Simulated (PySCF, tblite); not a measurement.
# C₅H₁₂SSi: geometry, infrared bands and NMR shifts

Wanted: the infrared bands and NMR shifts of C₅H₁₂SSi (`C[SiH2]CC1CSC1`), by calculation.

The runs use tblite 0.8.0 and PySCF 2.14.0, with density-fitted response routines of our own; the level of theory stands in each step. All values are computed, except where a source is named. Atoms are numbered from 0 throughout.

## Step 1: The molecule as given

19 atoms, charge 0, multiplicity 1; geometry from: force field or distance geometry start.

Bonds of the start (Å): C0–Si1 1.87, Si1–C2 1.85, C2–C3 1.49, C3–C4 1.50, C4–S5 1.82, S5–C6 1.81, C6–C3 1.52, C0–H7 1.12, C0–H8 1.09, C0–H9 1.11, Si1–H10 1.46, Si1–H11 1.49, C2–H12 1.13, C2–H13 1.11, C3–H14 1.11, C4–H15 1.09, C4–H16 1.12, C6–H17 1.11, C6–H18 1.10.

## Step 2: Geometry optimisation with GFN2-xTB

The job: settings as JSON, then the geometry in Å.

```
{"job": {"kind": "relax", "xc": "GFN2-xTB", "basis": "xTB"}, "charge": 0, "multiplicity": 1}
C     -3.044500    -0.177000     0.014800
Si    -1.359400    -0.988200     0.075200
C     -0.143000     0.344600     0.496200
C      1.092900     0.388200    -0.335200
C      1.996300    -0.809300    -0.305200
S      3.204800     0.001900     0.789500
C      2.093200     1.343900     0.302800
H     -3.538100    -0.222600     1.019700
H     -3.681400    -0.698400    -0.702400
H     -2.902500     0.889900    -0.267100
H     -1.084800    -1.671400    -1.184700
H     -1.465900    -1.965200     1.191700
H     -0.670500     1.336800     0.376300
H      0.149700     0.301200     1.571200
H      0.958100     0.712600    -1.391200
H      1.661000    -1.731400     0.163000
H      2.525400    -1.022100    -1.265300
H      1.690500     1.887900     1.182800
H      2.508400     2.087900    -0.399700
```

Run with:

```bash
$ OMP_NUM_THREADS=1 python probes_run.py task.json out
```

This one command runs all jobs of the session in turn.

**Question.** This job is followed by: GFN2-xTB harmonic vibrations, gas phase; GIAO PBE0/pcSseg-1 NMR shielding, non-relativistic, gas phase. What will the session give for the following? strongest single infrared mode (GFN2-xTB); zero-point energy (GFN2-xTB); ¹³C shifts against TMS (PBE0/pcSseg-1, means over atoms taken as alike); ¹H shifts against TMS (PBE0/pcSseg-1, means over atoms taken as alike); ²⁹Si shifts against TMS (PBE0/pcSseg-1); ³³S shifts against CS2 (PBE0/pcSseg-1); surface potential, 1st and 99th percentile.

The runs gave:

| quantity | value |
| --- | --- |
| strongest single infrared mode (GFN2-xTB) | 2216 cm⁻¹, 439 km/mol |
| zero-point energy (GFN2-xTB) | 96.3 kcal/mol |
| ¹³C shifts against TMS (PBE0/pcSseg-1, means over atoms taken as alike) | 39.3, 38.2, 26.5, -7.2 ppm |
| ¹H shifts against TMS (PBE0/pcSseg-1, means over atoms taken as alike) | 3.97, 3.20, 3.17, 3.11, 0.88, 0.10 ppm |
| ²⁹Si shifts against TMS (PBE0/pcSseg-1) | -48.1 ppm |
| ³³S shifts against CS2 (PBE0/pcSseg-1) | -61 ppm |
| surface potential, 1st and 99th percentile | -1.14 V and 0.88 V |

In words: Over 181 steps the energy fell by 0.468 eV; of the close pairs, Si1–C2 changed most, 1.853 to 1.907 Å. No mode is imaginary among the 51: a minimum at this level. The strongest single mode, at 2216 cm⁻¹, moves mainly H10 and H11. Unscaled tight-binding wavenumbers are off by several per cent, some by more. Its intensities can rank the bands wrongly. At PBE0/pcSseg-1: Shielding is most anisotropic at S5 (span 626 ppm, paramagnetic term -490 ppm).
